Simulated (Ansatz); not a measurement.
The system is SnSe2.

```
Sn Se
1.0
     3.81100    0.00000    0.00000
    -1.90550    3.30042    0.00000
     0.00000    0.00000    6.13600
Sn Se
1 2
Direct
  0.00000 0.00000 0.00000
  0.66667 0.33333 0.75100
  0.33333 0.66667 0.24900
```

Base run:

```yaml
Program: Ansatz 0.2.0
Functional: PBEsol
Potentials_or_basis: Ansatz PAW
Cutoff: "420 eV (not typed: the program's choice for these potentials)"
k_mesh: 5 × 5 × 3
Occupations: fermi-dirac, width 0.05 eV
Spin: no spin polarisation
```

Its results: band gap on the k mesh 0.72 eV, indirect (least direct gap 1.00 eV); pressure 2.6 GPa; largest force 0.553 eV/Å.

Question: The run is repeated on the same cell with these changes: functional from PBEsol to PBE. What comes out?

Answer: Band gap on the k mesh 0.80 eV, indirect (least direct gap 1.10 eV); pressure 5.7 GPa; largest force 0.744 eV/Å.

PBE binds less tightly than PBEsol, so the same cell stands under more pressure.

Caveats: odd divisions of the mesh miss points on the zone boundary, where band edges often lie, so the gap on the mesh can be too wide; spin-orbit coupling is left out, which moves the levels of the heavy elements; this functional lacks dispersion, which binds the layers, so the pressure and a relaxed spacing across them are unreliable; the density of states is complete only up to the lowest level of the last band computed; the PAW data sets come from PBE, with cores solved anew for the run's functional, which leaves a small shift of forces and pressure (some runs).

A k mesh can miss the band edges.
